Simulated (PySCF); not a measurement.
# C5H9BrO (3-methylbutanoyl bromide): the cost of one run

Computed with PySCF 2.14.0 and routines of our own; the level stands in each step. Atoms count from 0.

## Step 1: The starting structure

16 atoms, charge 0, multiplicity 1; geometry from: GFN2-xTB.

## Step 2: Magnetic properties: GIAO B3LYP/pcSseg-1

Job settings and geometry (Å):

```
{"job": {"kind": "mag", "xc": "B3LYP", "basis": "pcSseg-1", "isotopologues": 2}, "charge": 0, "multiplicity": 1}
C     -0.698723     1.313776     0.475606
C     -0.485011     0.004141    -0.278465
C     -1.492245    -1.048466     0.176598
C      0.939230    -0.521067    -0.052345
C      1.972001     0.303401    -0.723494
O      1.880383     1.208189    -1.471188
Br     3.798777    -0.323598    -0.229871
H     -0.573209     1.161769     1.546000
H     -1.703561     1.688381     0.298906
H      0.007621     2.070521     0.144404
H     -0.619654     0.188481    -1.349279
H     -1.387993    -1.964024    -0.400993
H     -1.346731    -1.283857     1.228757
H     -2.505665    -0.678181     0.047333
H      1.166063    -0.570078     1.016316
H      1.041118    -1.540443    -0.439696
```

Level: GIAO B3LYP/pcSseg-1 magnetisability, rotational g tensor and spin-rotation constants, non-relativistic, gas phase.

Launch:

```
> OMP_NUM_THREADS=1 python excited_run.py task.json out
```

This one command runs all jobs of the session in turn.

**Question.** How long does this first job take on 1 thread of Arm Neoverse V1, shared host, and how much memory does it need?

About 36 s, with a peak of 0.9 GiB.
